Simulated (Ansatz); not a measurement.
# Zr4FeCo: the cost of one run

Computed with Ansatz 0.2.0 (DFT PBEsol, scalar-relativistic, plane waves, PAW, unless a step's input says otherwise).

## (1) The structure to begin with

The structure is tetragonal, space group I422 (No. 97). Conventional cell: a = 6.288 Å, b = 6.288 Å, c = 5.683 Å, α = 90.00°, β = 90.00°, γ = 90.00°. Zr (site symmetry 2) has 2 Co at 2.72 Å and 2 Fe at 2.72 Å and 7 Zr at 3.12 to 3.28 Å as nearest neighbours. Fe (site symmetry 422) has 8 Zr at 2.72 Å and 2 Co at 2.84 Å as nearest neighbours. Around Co (site symmetry 422) lie 8 Zr at 2.72 Å and 2 Fe at 2.84 Å.

Coordinates:

```
Zr Fe Co
1.0
    -3.14395    3.14395    2.84142
     3.14395   -3.14395    2.84142
     3.14395    3.14395   -2.84142
Zr Fe Co
4 1 1
Direct
  0.92697 0.42697 0.85393
  0.57303 0.07303 0.14607
  0.07303 0.92697 0.50000
  0.42697 0.57303 0.50000
  0.50000 0.50000 0.00000
  0.00000 0.00000 0.00000
```

The structure comes from the Materials Project (structure only).

## (2) A change within the space group

The change: strain xx, yy, zz, yz, xz, xy = -2.8, -2.8, +3.2, +0.0, +0.0, +0.0 %; atoms moved by 0.10 Å root mean square, at most 0.12 Å.

The input, input.yaml:

```yaml
crystal:
  lattice:
    - [-3.0545330162, 3.0545330162, 2.9310955659]
    - [3.0545330162, -3.0545330162, 2.9310955659]
    - [3.0545330162, 3.0545330162, -2.9310955659]
  atoms:
    - { symbol: Zr, position: [0.9407382589, 0.4407382589, 0.8814765178] }
    - { symbol: Zr, position: [0.5592617411, 0.0592617411, 0.1185234822] }
    - { symbol: Zr, position: [0.0592617411, 0.9407382589, 0.5] }
    - { symbol: Zr, position: [0.4407382589, 0.5592617411, 0.5] }
    - { symbol: Fe, position: [0.5, 0.5, 0.0] }
    - { symbol: Co, position: [0.0, 0.0, 0.0] }
basis:
  ecutwfc: 420
kpoints:
  mp_grid: { grid: [8, 8, 8] }
hamiltonian:
  xc: pbesol
scf:
  occupations: { method: gaussian, width: 0.1 }
output:
  forces: true
  stress: true
  eigenvalues: true
```

Launch:

```sh
> ansatz run input.yaml --threads 1 --pin off --max-ram 2560MiB --backend cpu --events-out ev --progress --plain --runs-dir out
```

Q: Estimate wall time and peak memory on 1 thread of Intel Xeon 6975P-C (Granite Rapids), shared host.

About 12 s, with a peak of 0.64 GiB.
